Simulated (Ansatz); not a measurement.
**CoH+ (quartet): wave-function methods side by side, def2-TZVPP**

The task here is to estimate one member of a computed series from the others.

Program: Ansatz 0.2.0, Gaussian basis. Level of theory: def2-TZVPP, core rule «outside noble gas», up to 9 orbitals frozen. These are calculated values, not measurements.

The runs, in order: UHF; ROHF; CCSD(T) on UHF.

## What is computed

The geometry is a PBE0/def2-TZVP stationary point (not a proven minimum) of the parent state, kept for this charge and spin.

2 atoms, charge 1, spin multiplicity 4.

Atoms are counted from 1 here; the program's logs count them from 0.

Bond lengths: Co1–H2 1.633 Å.

The first run:

Contents of in.yaml:

```yaml
crystal:
  periodic: [false, false, false]
  atoms:
    - {symbol: Co, position_ang: [0.000000, 0.000000, 0.000000]}
    - {symbol: H, position_ang: [0.000000, 0.000000, 1.633200]}
basis:
  gaussian: {orbitals: def2-TZVPP}
total_charge: 1
magnetization: {spin_polarized: true, initial_magnetization: 3}
hamiltonian: {xc: hf}
output: {orbitals: {seedname: orbitals}}
```

Launch:

```sh
$ ansatz run in.yaml --threads 1 --pin off --events-out ev --progress --plain --max-ram 4096MiB --backend cpu
```

Among the steps run: UHF; ROHF; CCSD(T) on UHF.

One of the session's tables, all rows but one given; the rest of the session is left out.

It belongs to the step «Misses and costs». 

| method | from UCCSD(T) (kcal/mol) |
| --- | --- |
| ROHF | ? |
| UHF | +159.15 |
| UMP2 | +11.69 |
| UCCSD | +4.51 |
| UCCSD(T) | 0 |

Q: Estimate the row for ROHF from the others.

The run gave: from UCCSD(T) (kcal/mol): +166.61. In the column «from UCCSD(T) (kcal/mol)» it is the highest.
